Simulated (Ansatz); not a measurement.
**AlGaH (quartet): wave-function methods side by side, cc-pVTZ**

The task here is to estimate one member of a computed series from the others.

The runs use Ansatz 0.2.0, Gaussian basis; cc-pVTZ, core rule «outside noble gas», up to 19 orbitals frozen.

Plan: UHF; CCSD(T) on ROHF; CCSD(T) on UHF; BCCD(T) on ROHF; CCSDT(Q) on ROHF; CCSDT(Q) on UHF; CASSCF and MRCISD+Q, 7 electrons in 9 orbitals; CASSCF and NEVPT2, 7 electrons in 9 orbitals.

23 further runs of the same task are left out: 2 for a known fault of the program, 7 that didn't finish, 14 set aside as unsound or not needed.

## What is computed

The geometry is a PBE0/def2-TZVP stationary point (not a proven minimum). No spin-orbit coupling is included. The filled d shell of Ga may be among the frozen orbitals whatever the setting's name suggests; the logs give the count.

3 atoms, charge 0, spin multiplicity 4.

Atoms are counted from 1 here; the program's logs count them from 0.

Bond lengths: Al1–Ga2 2.308 Å, Ga2–H3 1.559 Å. Angles: Al1–Ga2–H3 180.0°.

Set-up of the first run:

in.yaml

```yaml
crystal:
  periodic: [false, false, false]
  atoms:
    - {symbol: Al, position_ang: [0.000000, 0.000000, 2.058500]}
    - {symbol: Ga, position_ang: [0.000000, 0.000000, -0.249900]}
    - {symbol: H, position_ang: [0.000000, 0.000000, -1.808600]}
basis:
  gaussian: {orbitals: cc-pVTZ}
magnetization: {spin_polarized: true, initial_magnetization: 3}
hamiltonian: {xc: hf}
output: {orbitals: {seedname: orbitals}}
```

Run with:

```sh
$ ansatz run in.yaml --threads 1 --pin off --events-out ev --progress --plain --max-ram 2393MiB
```

Steps of the session up to this table: UHF; CCSD(T) on ROHF; CCSD(T) on UHF; BCCD(T) on ROHF; CCSDT(Q) on ROHF; CCSDT(Q) on UHF; CASSCF and MRCISD+Q, 7 electrons in 9 orbitals; CASSCF and NEVPT2, 7 electrons in 9 orbitals.

One table of the session follows, with a row left open; its other results are not shown here.

| method | from UCCSDT(Q) (meV) |
| --- | --- |
| ROHF | +3650.2 |
| UHF | +3591.2 |
| RMP2 | +859.6 |
| UMP2 | +868.5 |
| RCCSD | +238.0 |
| UCCSD | +228.7 |
| RCCSD(T) | +59.6 |
| UCCSD(T) | +53.0 |
| BCCD(T) | +58.9 |
| RCCSDT | +19.3 |
| UCCSDT | +11.8 |
| RCCSDT(Q) | +7.5 |
| UCCSDT(Q) | 0 |
| CASSCF valence | +2225.7 |
| NEVPT2 valence | ? |
| MRCISD valence | +140.2 |
| MRCISD+Q valence | +12.4 |

**Question.** Estimate the row for NEVPT2 valence.

As computed: from UCCSDT(Q) (meV): +609.4. In the column «from UCCSDT(Q) (meV)» it lies between RCCSD (+238.0) and RMP2 (+859.6).

With the free atoms at the same levels and basis (separate runs), the atomisation energy is 3.156 eV at UCCSDT(Q), 3.122 eV at RCCSD(T), 3.124 eV at UCCSD(T), 2.429 eV at ROHF.

To keep in mind: Restricted and unrestricted rows rest on different reference determinants; where their highest levels disagree by more than a few hundredths of an eV, they describe different states and don't form one ladder.
